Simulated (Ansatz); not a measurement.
# Ge2SbO: the cost of one run

Computed with Ansatz 0.2.0 (DFT PBE, scalar-relativistic, plane waves, PAW, unless a step's input says otherwise).

### 1 The starting structure

It takes space group P6/mmm (No. 191, hexagonal). Conventional cell: a = 3.594 Å, b = 3.594 Å, c = 7.337 Å, α = 90.00°, β = 90.00°, γ = 120.00°. Around Ge (site symmetry 6mm) lie 1 O at 1.82 Å and 1 Sb at 1.85 Å. Sb (site symmetry 6/mmm) has 2 Ge at 1.85 Å as nearest neighbours. O (site symmetry 6/mmm) has 2 Ge at 1.82 Å as nearest neighbours.

Structure file:

```
Ge Sb O
1.0
     3.59372    0.00000    0.00000
    -1.79686    3.11225    0.00000
     0.00000    0.00000    7.33658
Ge Sb O
2 1 1
Direct
  0.00000 0.00000 0.25235
  0.00000 0.00000 0.74765
  0.00000 0.00000 0.00000
  0.00000 0.00000 0.50000
```

A structure generator made this guess: random cell by space group and Wyckoff sites (P6/mmm, No. 191). Lengths come from tabulated atomic sizes and are only a guess.

### 2 The guess as it stands, on a coarse mesh

Contents of input.yaml:

```yaml
crystal:
  lattice:
    - [3.59371636, 0.0, 0.0]
    - [-1.79685818, 3.11224966, 0.0]
    - [0.0, 0.0, 7.3365832]
  atoms:
    - { symbol: Ge, position: [0.0, 0.0, 0.25234638] }
    - { symbol: Ge, position: [0.0, 0.0, 0.74765362] }
    - { symbol: Sb, position: [0.0, 0.0, 0.0] }
    - { symbol: O, position: [0.0, 0.0, 0.5] }
basis:
  ecutwfc: 420
kpoints:
  mp_grid: { grid: [6, 6, 4] }
hamiltonian:
  xc: pbe
scf:
  occupations: { method: gaussian, width: 0.1 }
  lower_state_search: "off"
output:
  forces: true
  stress: true
  eigenvalues: true
```

Run with:

```bash
$ ansatz run input.yaml --threads 1 --pin off --max-ram 2560MiB --backend cpu --events-out ev --progress --plain --runs-dir out
```

What time and memory should one allow on 1 thread of Intel Xeon Platinum 8259CL at 2.50GHz (Skylake/Cascade Lake), shared host?

About 4.4 s, with a peak of 0.43 GiB.
